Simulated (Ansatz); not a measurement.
FH₃NNbO₂, SMILES [NH]=[Nb]([OH])([OH])[F], a ladder of methods at one geometry

With Ansatz 0.2.0, Python API.

The cells in order, each with its output:

```python
from pathlib import Path

import ansatz as az
import numpy as np
```

```python
BASIS_SET = 'def2-SVP'
```

```python
GEOMETRY = '''
N    -1.21960    0.71170    1.01880
Nb    0.10020    0.37420   -0.25630
O     1.84390    0.17990    0.69830
O    -0.25800   -1.33910   -1.23150
F     0.22890    1.85440   -1.58280
H    -2.23830    0.90340    0.68690
H     1.84970   -0.70740    1.15100
H    -0.21470   -2.03430   -0.54020
'''
```

```python
geometry = az.Crystal.molecule()
for line in GEOMETRY.strip().splitlines():
    symbol, *xyz = line.split()
    geometry = geometry.atom(symbol, [float(v) for v in xyz])
```

```python
job = geometry.calculation().basis(gaussian=BASIS_SET)
```

```python
print('functional    E (Ha)        dipole (D)   HOMO (eV)  LUMO (eV)')
for name in ['b3lyp', 'lda', 'r2scan', 'r2scan0', 'lc_wpbe', 'hse06']:
    rep = job.functional(name).forces().orbitals().run(threads=1, pin='off', runs_dir='runs').report
    lines = Path(rep['orbitals_path']).read_text().splitlines()
    field_of = lambda key: [line.split('=')[1].strip() for line in lines if line.startswith(key)]
    orbitals = [(27.211386 * float(e), s, float(n)) for e, s, n in zip(field_of('Ene='), field_of('Spin='), field_of('Occup='))]
    homo = max(e for e, _, n in orbitals if n > 0.5)
    lumo = min(e for e, _, n in orbitals if n < 0.5)
    dipole = 4.803205 * np.linalg.norm(rep['charge_distribution']['dipole_moment_e_ang'])
    print(f'{name:10s} {rep["free_energy_ev"] / 27.211386246:14.6f} {dipole:9.3f} {homo:11.3f} {lumo:10.3f}')
```

    functional    E (Ha)        dipole (D)   HOMO (eV)  LUMO (eV)
    b3lyp         -363.755259     3.206      -7.665     -2.821
    lda           -361.482809     3.218      -6.676     -3.502
    r2scan        -363.630572     3.194      -6.852     -3.327
    r2scan0       -363.510527     3.316      -8.212     -2.618
    lc_wpbe       -363.552176     3.182     -10.694     -0.306
    hse06         -363.383552     3.242      -7.563     -3.013

Total energies depend on the basis set; only differences at equal settings carry meaning. The geometry is a force-field or estimated start, not a minimum of this method, and the basis set is short of its limit. A lower total doesn't mark the better method: functionals have no common bound, and MP2 and coupled cluster aren't variational. def2 sets replace the cores of elements past krypton by effective core potentials. b3lyp holds the VWN-RPA fit, as in Gaussian; the form of ORCA and Turbomole is b3lyp5. Levels such as HOMO and LUMO are orbital energies: with these approximate functionals they aren't the ionisation energy and electron affinity, and their gap isn't the fundamental gap. hse06 follows the composition of plane-wave codes, whose totals differ by tens of mHa, up to about 0.1 Ha, from the form usual in Gaussian-basis programs (wpbeh). Timing: 18 s on 1 thread of Intel(R) Xeon(R) 6975P-C (Granite Rapids), on a shared host, peak memory 0.31 GiB.

(Lines on the test bed's own set-up are left out of the output.)
